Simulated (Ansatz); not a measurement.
# GaIr: strong compression

An exercise on one series of results from a longer session: the logs are not shown, and one member is left open.

Program: Ansatz 0.2.0. Level of theory: DFT, r2SCAN, PAW with Ansatz's default frozen-core files, scalar-relativistic. These are calculated values, not measurements.

## The starting structure

It takes space group Pm-3m (No. 221, cubic). The conventional cell has a = 3.004 Å, b = 3.004 Å, c = 3.004 Å, α = 90.00°, β = 90.00°, γ = 90.00°. Ga (site symmetry m-3m) is surrounded by 8 Ir at 2.60 Å. Around Ir (site symmetry m-3m) lie 8 Ga at 2.60 Å.

Structure file:

```cif
data_structure
_symmetry_space_group_name_H-M 'Pm-3m'
_symmetry_Int_Tables_number 221
_cell_length_a 3.0040
_cell_length_b 3.0040
_cell_length_c 3.0040
_cell_angle_alpha 90.000
_cell_angle_beta 90.000
_cell_angle_gamma 90.000
_cell_volume 27.11
loop_
_atom_site_label
_atom_site_type_symbol
_atom_site_symmetry_multiplicity
_atom_site_Wyckoff_symbol
_atom_site_fract_x
_atom_site_fract_y
_atom_site_fract_z
_atom_site_occupancy
Ga1 Ga 1 a 0.00000 0.00000 0.00000 1
Ir1 Ir 1 b 0.50000 0.50000 0.50000 1
```

The file gives the conventional cell by its symmetry; the runs use the cell typed in the input.

Whether this phase is the stable one at these pressures isn't tested.

Atoms are numbered in the order of the input: Ga1, Ir2.

The first run:

input.yaml reads:

```yaml
crystal:
  lattice:
    - [3.004, 0.0, 0.0]
    - [0.0, 3.004, 0.0]
    - [0.0, 0.0, 3.004]
  atoms:
    - { symbol: Ga, position: [0.0, 0.0, 0.0] }
    - { symbol: Ir, position: [0.5, 0.5, 0.5] }
kpoints:
  mp_grid: { grid: [12, 12, 12] }
scf:
  occupations: { method: fermi_dirac, width: 0.05 }
hamiltonian:
  xc: r2scan
  pseudopotentials: { kind: paw }
output:
  forces: true
  stress: true
relax:
  f_tol: 0.01
  max_steps: 30
```

Command:

```console
> ansatz run input.yaml --threads 1 --pin off --max-ram 2048MiB --backend cpu --events-out ev --progress --plain --runs-dir out
```

Steps of the session up to this table: Atoms relaxed at the given volume, PAW; Volume scaled by 1, PAW; Atoms relaxed at 0.9 of the volume, PAW; Volume scaled by 0.9, PAW; Atoms relaxed at 0.55 of the volume, PAW; Volume scaled by 0.55, PAW; Atoms relaxed at 0.45 of the volume, PAW; Volume scaled by 0.45, PAW.

One of the session's tables, all rows but one given; the rest of the session is left out.

| method | volume over the first | volume (Å³/atom) | pressure (GPa) |
| --- | --- | --- | --- |
| PAW | 1 | 13.554 | 5.64 |
| PAW | 0.9 | 12.199 | 42.47 |
| PAW | 0.55 | 7.455 | 659.14 |
| PAW | 0.45 | ? | ? |

Q: Estimate the row for PAW, 0.45 from the others.

As computed: volume (Å³/atom): 6.099; pressure (GPa): 1373.63. In the column «volume (Å³/atom)» it is the lowest.

To keep in mind: Warnings in the runs' records: stress scf threshold loose, gradients without spin orbit.
